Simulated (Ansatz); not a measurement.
# Sn2As: one candidate structure

Aim: relax Sn2As from this start, random cell with space group Cmcm (No. 63), and see where it ends.

Method: DFT PBE, scalar-relativistic, plane waves, PAW, in Ansatz 0.2.0.

1 further run of the same task is left out (it didn't finish).

## (1) Starting point

The structure is orthorhombic, space group Cmcm (No. 63). Conventional cell: a = 6.738 Å, b = 6.502 Å, c = 8.266 Å, α = 90.00°, β = 90.00°, γ = 90.00°. Sn (site symmetry m) has 2 As at 2.00 to 2.74 Å as nearest neighbours. As (site symmetry m2m) has 4 Sn at 2.00 to 2.74 Å as nearest neighbours.

As a file:

```cif
data_structure
_symmetry_space_group_name_H-M 'P 1'
_symmetry_Int_Tables_number 1
_cell_length_a 4.6818
_cell_length_b 4.6818
_cell_length_c 8.2661
_cell_angle_alpha 90.000
_cell_angle_beta 90.000
_cell_angle_gamma 87.954
_cell_volume 181.07
loop_
_atom_site_label
_atom_site_type_symbol
_atom_site_fract_x
_atom_site_fract_y
_atom_site_fract_z
_atom_site_occupancy
Sn1 Sn 0.08333 0.41667 0.75000 1
Sn2 Sn 0.58333 0.91667 0.75000 1
Sn3 Sn 0.91667 0.58333 0.25000 1
Sn4 Sn 0.41667 0.08333 0.25000 1
As1 As 0.50000 0.50000 0.75000 1
As2 As 0.50000 0.50000 0.25000 1
```

## (2) Coarse relaxation

input.yaml reads:

```yaml
crystal:
  lattice:
    - [3.3690942432, -3.2509078531, 0.0]
    - [3.3690942432, 3.2509078531, 0.0]
    - [0.0, 0.0, 8.2661102765]
  atoms:
    - { symbol: Sn, position: [0.0833333333, 0.4166666667, 0.75] }
    - { symbol: Sn, position: [0.5833333333, 0.9166666667, 0.75] }
    - { symbol: Sn, position: [0.9166666667, 0.5833333333, 0.25] }
    - { symbol: Sn, position: [0.4166666667, 0.0833333333, 0.25] }
    - { symbol: As, position: [0.5, 0.5, 0.75] }
    - { symbol: As, position: [0.5, 0.5, 0.25] }
basis:
  ecutwfc: 420
kpoints:
  mp_grid: { grid: [4, 4, 2] }
hamiltonian:
  xc: pbe
scf:
  occupations: { method: gaussian, width: 0.1 }
  lower_state_search: "off"
output:
  forces: true
  stress: true
  eigenvalues: true
relax:
  adjacent_minimum: "off"
  f_tol: 0.04
  max_steps: 70
  cell: { stress_tol: 0.4 }
```

The run is started by

```bash
ansatz run input.yaml --threads 1 --pin off --max-ram 2560MiB --backend cpu --events-out ev --progress --plain --runs-dir out
```

The session goes on with these runs: rough relaxation on the coarse mesh; the relaxation.

What does the calculation give?

**Answer**, as computed:

Formation energies count from the elements, computed with the same settings in runs not shown here.

```
                          quantity                                                                      value
               cell (conventional)  a = 9.072 Å, b = 6.356 Å, c = 5.503 Å, α = 90.00°, β = 90.00°, γ = 90.00°
                       space group                                                              Cmcm (No. 63)
                            volume                                                              26.44 Å³/atom
                   gap on the mesh                                                               none (metal)
formation energy from the elements                                                             +0.115 eV/atom
```

In words: The space group stayed Cmcm, and from the first guess the volume went from 30.18 to 26.44 Å³/atom. The formation energy of +0.11 eV/atom is positive, so the elements lie lower than this structure; another structure of the compound can lie lower.
